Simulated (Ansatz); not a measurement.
## MoPbO₃, space group Pm-3m: a comparison of functionals at one structure, step by step

With the Ansatz DFT code, driven from Python.

Notebook, run cell by cell (the value of a cell's last expression is shown):

```python
import ansatz as az
```

```python
xtal = (
    az.Lattice.of([4.107546, 0.0, 0.0], [0.0, 4.107546, 0.0], [0.0, 0.0, 4.107546])
    .atom("Mo", [0.5, 0.5, 0.5])
    .atom("Pb", [0.0, 0.0, 0.0])
    .atom("O", [0.5, 0.5, 0.0])
    .atom("O", [0.5, 0.0, 0.5])
    .atom("O", [0.0, 0.5, 0.5])
)

calc = xtal.calculation()
calc = calc.pseudopotentials("nc")
calc = calc.kpoints(5, shift=0.5)
calc = calc.occupations(az.OccupationsMethod.COLD, width=100 * az.meV)
calc = calc.scf(tolerance=1e-07, extra_bands=8)
```

```python
rows = []
for value in ["lda", "blyp", "pbesol"]:
    rep = calc.functional(value).run(threads=1).report
    rows.append((value, rep["free_energy_ev"] / len(rep["lattice"]["sites"]), rep["n_iterations"], rep["n_kpoints"]))
```

    DeckWarning: basis.ecutwfc = 1142.878222 eV, auto-derived from the records' recommended cutoffs: set by O (normal level)
    DeckWarning: basis.ecutwfc = 1240 eV, auto-derived from the records' recommended cutoffs: set by O (normal level)

```python
print("  functional   F/atom (eV)    iterations      k-points")
for row in rows:
    print(f"{str(row[0]):>12s}  {row[1]:12.5f}  {row[2]:12d}  {row[3]:12d}")
```

      functional   F/atom (eV)    iterations      k-points
             lda   -1035.06527             8            10
            blyp   -1110.21718             9            10
          pbesol   -1031.53196             8            10

Reading the output:
- The run is spin-unpolarised.
- Such functionals run on norm-conserving files made under PBE, which can move pressures by some GPa.
- BLYP can be off by several per cent in the lattices of metals, and by several GPa in the pressure at a fixed cell.
- For a metal this k-point mesh is coarse: on a finer one energies can move by several to tens of meV an atom and pressures by half a GPa or more, differences at one mesh by less.
- Spin-orbit coupling, which matters for elements this heavy, is left out.
- This cell is a computed structure, which may not be the phase found in nature.
- Warnings are shown shortened and without file and line.
- Total energies of different functionals can't be compared; pressures, moments and gaps at this one structure can.
- Finished in 13 s on 1 thread of Arm Neoverse V1, on a shared host, peak memory 0.44 GiB.

(Lines on the test bed's own set-up are left out of the output.)
